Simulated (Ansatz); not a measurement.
**CH4AlI: functionals against CCSD(T) at one geometry**

One table from this session's results is given with a row withheld; the runs are named, their logs left out.

Computed with Ansatz 0.2.0, Gaussian basis. Level: single points in def2-TZVPP.

Cores are frozen in the correlated methods. Filled d shells of the heavier atoms are correlated. Core potentials replace the inner electrons past krypton, and spin-orbit coupling is left out.

### The system as given

SMILES `[CH3][AlH][I]`, 7 atoms, charge 0, spin multiplicity 1.

Atoms are counted from 1 here; the program's logs count them from 0.

Bond lengths: C1–Al2 1.856 Å, C1–H4 1.233 Å, C1–H5 1.300 Å, C1–H6 0.913 Å, Al2–I3 2.379 Å, Al2–H7 1.572 Å. Angles: Al2–C1–H4 111.5°, Al2–C1–H5 100.2°, Al2–C1–H6 111.1°, H4–C1–H5 101.5°, H4–C1–H6 111.6°, H5–C1–H6 120.0°, C1–Al2–I3 132.4°, C1–Al2–H7 116.9°, I3–Al2–H7 106.9°.

Geometry (Å):

```xyz
7

C    -0.68790    0.43950   -0.41590
Al    0.81640   -0.29430    0.38640
I     1.09900   -2.08230    1.93070
H    -0.76250    1.65350   -0.21170
H    -1.61510   -0.01420    0.37400
H    -0.71280    0.24590   -1.30760
H     2.18180   -0.13000   -0.37590
```

The first run:

Input file run/in.yaml:

```yaml
crystal:
  periodic: [false, false, false]
  atoms:
    - {symbol: C, position_ang: [-0.687900, 0.439500, -0.415900]}
    - {symbol: Al, position_ang: [0.816400, -0.294300, 0.386400]}
    - {symbol: I, position_ang: [1.099000, -2.082300, 1.930700]}
    - {symbol: H, position_ang: [-0.762500, 1.653500, -0.211700]}
    - {symbol: H, position_ang: [-1.615100, -0.014200, 0.374000]}
    - {symbol: H, position_ang: [-0.712800, 0.245900, -1.307600]}
    - {symbol: H, position_ang: [2.181800, -0.130000, -0.375900]}
basis:
  gaussian: {orbitals: def2-TZVPP}
correlation: {method: ccsd_t}
```

Started as:

```console
$ ansatz run in.yaml --threads 8 --pin off --events-out ev --progress --plain --max-ram 10444MiB
```

Among the steps run: CCSD(T)/def2-TZVPP; PBE0-D4/def2-TZVPP; wB97M-V/def2-TZVPP; r2SCAN-D4/def2-TZVPP; PBE-D4/def2-TZVPP; HSE06-D4/def2-TZVPP; BLYP-D4/def2-TZVPP.

One of the session's tables, all rows but one given; the rest of the session is left out.

| method | RMS force component (eV/Å) | dipole (D) |
| --- | --- | --- |
| PBE0-D4 | 4.041 | 1.69 |
| wB97M-V | 4.006 | 1.74 |
| r2SCAN-D4 | 4.008 | 1.68 |
| PBE-D4 | ? | ? |
| HSE06-D4 | 4.041 | 1.70 |
| BLYP-D4 | 3.923 | 1.58 |

**Question.** Estimate the row for PBE-D4.

The run gave: RMS force component (eV/Å): 4.000; dipole (D): 1.61. In the column «RMS force component (eV/Å)» it lies between BLYP-D4 (3.923) and wB97M-V (4.006).
